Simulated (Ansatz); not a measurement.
# HfRu: one crystal by all-electron and frozen-core methods

Does the method matter for HfRu? The same cell, functional and mesh are run with all-electron LAPW, PAW with frozen cores and all-electron PAW on datasets made for the crystal.

Computed with Ansatz 0.2.0 (DFT PBEsol, scalar-relativistic, unless a step's input says otherwise).

### Step 1. The system as given

The structure is cubic, space group Pm-3m (No. 221). The conventional cell has a = 3.225 Å, b = 3.225 Å, c = 3.225 Å, α = 90.00°, β = 90.00°, γ = 90.00°. Hf (site symmetry m-3m) is surrounded by 8 Ru at 2.79 Å. Ru (site symmetry m-3m) has 8 Hf at 2.79 Å as nearest neighbours.

Coordinates:

```cif
data_structure
_symmetry_space_group_name_H-M 'P 1'
_symmetry_Int_Tables_number 1
_cell_length_a 3.2250
_cell_length_b 3.2250
_cell_length_c 3.2250
_cell_angle_alpha 90.000
_cell_angle_beta 90.000
_cell_angle_gamma 90.000
_cell_volume 33.54
loop_
_atom_site_label
_atom_site_type_symbol
_atom_site_fract_x
_atom_site_fract_y
_atom_site_fract_z
_atom_site_occupancy
Hf1 Hf 0.00000 0.00000 0.00000 1
Ru1 Ru 0.50000 0.50000 0.50000 1
```

The cell is a deposited one (Crystallography Open Database entry 1523508); the temperature and pressure of the measurement aren't taken into account, and nothing was relaxed.

Atoms are numbered in the order of the input: Hf1, Ru2.

### Step 2. All-electron LAPW

File input.yaml:

```yaml
crystal:
  lattice:
    - [3.225, 0.0, 0.0]
    - [0.0, 3.225, 0.0]
    - [0.0, 0.0, 3.225]
  atoms:
    - { symbol: Hf, position: [0.0, 0.0, 0.0] }
    - { symbol: Ru, position: [0.5, 0.5, 0.5] }
kpoints:
  mp_grid: { grid: [11, 11, 11] }
  band_path:
    path:
      - [0.0, 0.0, 0.0]
      - [0.0, 0.5, 0.0]
      - [0.5, 0.5, 0.0]
      - [0.0, 0.0, 0.0]
      - [0.5, 0.5, 0.5]
      - [0.0, 0.5, 0.0]
      - [0.5, 0.5, 0.5]
      - [0.5, 0.5, 0.0]
    npoints: 14
scf:
  occupations: { method: fermi_dirac, width: 0.08 }
hamiltonian:
  xc: pbesol
  pseudopotentials: { kind: all_electron, lapw: { basis_error: 0.0005 } }
output:
  forces: true
  stress: true
  eigenvalues: true
  populations: true
  dos: { projected: true, de: 0.2, e_range: [-14, 8] }
```

Command:

```sh
$ ansatz run input.yaml --threads 1 --pin off --max-ram 3072MiB --backend cpu --events-out ev --progress --plain --runs-dir out
```

### Step 3. PAW with frozen cores

input.yaml: that of step 2 with these lines changed.

```diff
@@ -25,3 +25,3 @@
   xc: pbesol
-  pseudopotentials: { kind: all_electron, lapw: { basis_error: 0.0005 } }
+  pseudopotentials: { kind: paw }
 output:
@@ -30,3 +30,9 @@
   eigenvalues: true
+  efg: { contact_densities: true }
   populations: true
+  bader: true
   dos: { projected: true, de: 0.2, e_range: [-14, 8] }
+  write_density: true
+  write_potential: true
+  elf: true
+  volumetric_format: npy
```

### Step 4. All-electron PAW on datasets made for the crystal

input.yaml: that of step 3 with these lines changed.

```diff
@@ -20,3 +20,3 @@
       - [0.5, 0.5, 0.0]
-    npoints: 14
+    npoints: 8
 scf:
@@ -25,3 +25,3 @@
   xc: pbesol
-  pseudopotentials: { kind: paw }
+  pseudopotentials: { kind: all_electron, datasets: crystal }
 output:
@@ -31,8 +31 @@
   efg: { contact_densities: true }
-  populations: true
-  bader: true
-  dos: { projected: true, de: 0.2, e_range: [-14, 8] }
-  write_density: true
-  write_potential: true
-  elf: true
-  volumetric_format: npy
```

(Steps that only read results are left out.)

Before running it: what results should come out? Wanted: pressure; gap; Bader charges; highest ELF.

**Answer**, as computed:

| quantity | value |
| --- | --- |
| pressure | LAPW -3.03, PAW -3.04, crystal datasets -3.03 GPa |
| gap (LAPW) | none |
| Bader charges (PAW) | Hf1 +1.41, Ru2 -1.41 e |
| highest ELF (PAW) | 0.46, 1.68 Å from Ru |

What this shows: The pressure of -3.0 GPa pushes the cell to shrink, with the atoms held in place. Bands cross the Fermi level: the crystal is a metal at this level. Hf 5d carries the largest share, 47 %, of the projected states within 0.3 eV of the Fermi level. The projection holds only the free atom's occupied shells (Hf 6s, Hf 5d, Ru 5s, Ru 4d in this range). PAW lies less than 0.01 GPa from LAPW in pressure. The price, with the outputs that each input asks for: 25 s for LAPW against 11 s for PAW, about 2.2 to one. Spin-orbit coupling is left out, though the cell holds Hf; in elements this heavy it can shift bands and gaps by tenths of an eV.
